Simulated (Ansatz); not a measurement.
# Beryllium, beta-Sn type under LDA: from relaxation to bulk modulus

The plan for beryllium in the beta-Sn type structure: relax it, solve it on a dense k-mesh, switch on spin-orbit coupling, then scale the cell to 7 volumes from 88 to 112 % of the relaxed one and try a fit of the equation of state. The k-meshes are 16×16×11 for the relaxation; 30×30×15 for the dense run; 18×18×9 for spin-orbit coupling; 30×30×15 for the volumes.

Computed with Ansatz 0.2.0 (DFT LDA (PW92), plane waves (420 eV) with PAW, scalar-relativistic; PBE-made PAW files, unless a step says otherwise).

### 1 The starting structure

It takes space group I4_1/amd (No. 141, tetragonal). The conventional cell has a = 3.966 Å, b = 3.966 Å, c = 2.166 Å, α = 90.00°, β = 90.00°, γ = 90.00°. Be (site symmetry -4m2) is surrounded by 6 Be at 2.06 to 2.17 Å.

Coordinates:

```cif
data_structure
_symmetry_space_group_name_H-M 'I4_1/amd:1'
_symmetry_Int_Tables_number 141
_cell_length_a 3.9665
_cell_length_b 3.9665
_cell_length_c 2.1657
_cell_angle_alpha 90.000
_cell_angle_beta 90.000
_cell_angle_gamma 90.000
_cell_volume 34.07
loop_
_atom_site_label
_atom_site_type_symbol
_atom_site_symmetry_multiplicity
_atom_site_Wyckoff_symbol
_atom_site_fract_x
_atom_site_fract_y
_atom_site_fract_z
_atom_site_occupancy
Be1 Be 4 a 0.00000 0.00000 0.00000 1
```

### 2 Relaxation of the cell

The input, input.yaml:

```yaml
crystal:
  lattice:
    - [-1.9832467563, 1.9832467563, 1.0828527289]
    - [1.9832467563, -1.9832467563, 1.0828527289]
    - [1.9832467563, 1.9832467563, -1.0828527289]
  atoms:
    - { symbol: Be, position: [0.0, 0.0, 0.0] }
    - { symbol: Be, position: [0.75, 0.25, 0.5] }
hamiltonian:
  xc: lda
  pseudopotentials:
    kind: paw
    azcp:
      Be: "pseudopotentials/Be.paw.azcp"
basis:
  ecutwfc: 420
  fft_grid_basis: typed
kpoints:
  mp_grid: { grid: [16, 16, 11], shift: [0, 0, 0] }
magnetization:
  spin_polarized: false
scf:
  occupations: { method: fermi_dirac, width: 0.1 }
relax:
  max_steps: 60
  f_tol: 0.01
  cell: {}
```

The runs that follow: The energy on a finer k-mesh; Spin-orbit coupling switched on; At 88 % of the relaxed volume; At 92 % of the relaxed volume; At 96 % of the relaxed volume; At 100 % of the relaxed volume; At 104 % of the relaxed volume; At 108 % of the relaxed volume; At 112 % of the relaxed volume.

Q: Predict the outcome of this session. Wanted: space group; conventional cell; volume; shortest distance; gap on the mesh; relative to hcp; V₀, B₀, B₀′.

As calculated:

```
                      quantity                                   value
space group (spins left aside)                      P6_3/mmc (No. 194)
             conventional cell  a = 2.229 Å, c = 3.510 Å (c/a = 1.575)
                        volume                           7.550 Å³/atom
             shortest distance                                 2.176 Å
               gap on the mesh            none (levels filled in part)
               relative to hcp                             +1 meV/atom
                   V₀, B₀, B₀′             7.549 Å³/atom, 132 GPa, 3.3
```

**Reading.** From the guessed start the volume shrank by 11.4 % in 18 steps. The cell has left its prototype: it ends as hcp. What follows belongs to that structure, not to the type named at the start. The mesh has less symmetry than the lattice, which may have let the distortion in. Against the reference form of beryllium (hcp, computed apart with the same settings) it stands 1 meV/atom higher, within what mesh and smearing can decide. Levels at the Fermi energy are filled in part, as in a metal. The total energy of the spin-orbit run (on a coarser mesh) lies +2 meV/atom from the scalar one; mesh and treatment of the core enter this figure, so it is no spin-orbit energy. The fitted modulus is 132 GPa; letting shape and positions relax at each volume could only lower it.
